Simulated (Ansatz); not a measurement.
**C2H3IO: up Jacob's ladder to CCSD(T)**

One table from this session's results is given with a row withheld; the runs are named, their logs left out.

Computed with Ansatz 0.2.0, Gaussian basis. Level: functionals in def2-TZVPP, the program's frozen cores in correlated methods.

Plan: LDA (SPW92), PBE-D4, revPBE-D4, BLYP-D4, r2SCAN-D4, B97M-V, PBE0-D4, B3LYP-D4, r2SCANh-D4, r2SCAN0-D4, HSE06-D4, BHLYP-D4, CAM-B3LYP-D4, LC-ωPBE, ωB97X-V, ωB97M-V, B2PLYP, PBE-QIDH; CCSD(T)/def2-SVP; CCSD(T)/def2-TZVPP; MP2/def2-QZVPP; extrapolation to the limit; RPA on PBE.

**The geometry**

The geometry comes from an earlier relaxation with PBE0-D4 in a triple-zeta def2 set; it is a stationary point, not always the lowest conformer. I takes the def2 core potential; no spin-orbit term is included.

SMILES `O/C=C\I`, 7 atoms, charge 0, spin multiplicity 1.

Atoms are counted from 1 here; the program's logs count them from 0.

Bond lengths: O1–C2 1.337 Å, O1–H5 0.970 Å, C2–C3 1.329 Å, C2–H6 1.085 Å, C3–I4 2.075 Å, C3–H7 1.078 Å. Angles: C2–O1–H5 108.7°, O1–C2–C3 127.7°, O1–C2–H6 112.3°, C3–C2–H6 120.1°, C2–C3–I4 121.2°, C2–C3–H7 122.8°, I4–C3–H7 116.0°.

Set-up of the first run:

File in.yaml:

```yaml
crystal:
  periodic: [false, false, false]
  atoms:
    - {symbol: O, position_ang: [-0.747503, 1.316013, 0.145608]}
    - {symbol: C, position_ang: [0.336344, 0.544656, 0.274275]}
    - {symbol: C, position_ang: [0.471036, -0.731136, -0.072135]}
    - {symbol: I, position_ang: [-1.099740, -1.785485, -0.925525]}
    - {symbol: H, position_ang: [-1.457030, 0.790129, -0.255122]}
    - {symbol: H, position_ang: [1.170427, 1.078346, 0.718980]}
    - {symbol: H, position_ang: [1.387868, -1.280522, 0.068320]}
basis:
  gaussian: {orbitals: def2-TZVPP}
hamiltonian: {xc: lda}
output: {orbitals: {seedname: orbitals}}
```

Launch:

```bash
> ansatz run in.yaml --threads 2 --pin off --events-out ev --progress --plain --max-ram 4352MiB
```

Among the steps run: LDA; PBE-D4 (GGA); revPBE-D4 (GGA); BLYP-D4 (GGA); r2SCAN-D4 (meta-GGA); B97M-V (meta-GGA); PBE0-D4 (hybrid); B3LYP-D4 (hybrid); r2SCANh-D4 (hybrid); r2SCAN0-D4 (hybrid); HSE06-D4 (hybrid); BHLYP-D4 (hybrid); CAM-B3LYP-D4 (range-separated); LC-ωPBE (range-separated); ωB97X-V (range-separated); ωB97M-V (range-separated); B2PLYP (double hybrid); PBE-QIDH (double hybrid).

One of the session's tables, all rows but one given; the rest of the session is left out.

It belongs to the step «Frontier levels by functional». 

| functional | HOMO (eV) | gap (eV) |
| --- | --- | --- |
| LDA (SPW92) | -5.74 | 3.93 |
| PBE-D4 | -5.56 | 3.96 |
| revPBE-D4 | -5.49 | 3.98 |
| BLYP-D4 | -5.40 | 3.90 |
| r2SCAN-D4 | -5.78 | 4.42 |
| B97M-V | ? | ? |
| PBE0-D4 | -6.69 | 6.01 |
| B3LYP-D4 | -6.47 | 5.54 |
| r2SCANh-D4 | -6.20 | 5.17 |
| r2SCAN0-D4 | -6.84 | 6.31 |
| HSE06-D4 | -6.29 | 5.24 |
| BHLYP-D4 | -7.66 | 7.96 |
| CAM-B3LYP-D4 | -7.95 | 8.34 |
| LC-ωPBE | -9.26 | 10.85 |
| ωB97X-V | -8.91 | 10.38 |
| ωB97M-V | -8.81 | 10.11 |

Estimate the missing values for B97M-V.

The run gave: HOMO (eV): -5.79; gap (eV): 4.50. In the column «HOMO (eV)» it lies between r2SCANh-D4 (-6.20) and r2SCAN-D4 (-5.78).
